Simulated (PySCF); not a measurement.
# C4H6FGaO2: the cost of one run

Programs: PySCF 2.14.0, with density-fitted response routines of our own. Each step states its level of theory. These are calculated values for one molecule in the gas phase, unless marked as measured. Atoms are numbered from 0 throughout.

## Step 1: The starting structure

14 atoms, charge 0, multiplicity 1; geometry from: GFN2-xTB.

Bonds of the start (Å): C0–Ga1 2.02, Ga1–O2 2.01, O2–C3 1.24, C3–F4 1.35, C3–C5 1.39, C5–C6 1.38, C6–O7 1.26, O7–Ga1 1.98, C0–H8 1.09, C0–H9 1.09, C0–H10 1.09, Ga1–H11 1.54, C5–H12 1.08, C6–H13 1.10.

## Step 2: Spin-spin couplings: B3LYP/pcSseg-1+pcJ-1

Job settings and geometry (Å):

```
{"job": {"kind": "j", "xc": "B3LYP", "basis": "pcJ-1"}, "charge": 0, "multiplicity": 1}
C      2.550005     0.186508    -0.385262
Ga     1.039477    -0.257587     0.875039
O     -0.339946     1.194511     0.720024
C     -1.479880     1.094855     0.249078
F     -2.198006     2.240270     0.267036
C     -2.124477    -0.005655    -0.298127
C     -1.457223    -1.215695    -0.388157
O     -0.272477    -1.440677    -0.010439
H      2.546187     1.257426    -0.602947
H      3.533721    -0.075528     0.005535
H      2.403538    -0.350280    -1.326280
H      0.927397    -0.666415     2.360733
H     -3.134156     0.100036    -0.653244
H     -1.994837    -2.062241    -0.835155
```

Level: B3LYP/pcJ-1 Ga:pcSseg-1 indirect spin-spin coupling, non-relativistic, gas phase.

Run with:

```
$ OMP_NUM_THREADS=1 python probes_run.py task.json out
```

The driver reads the jobs from task.json and runs them one after another.

Q: Estimate the wall time and peak memory of this job on 1 thread of Intel Xeon at 2.50GHz, shared host.

About 5 min, with a peak of 1.3 GiB.
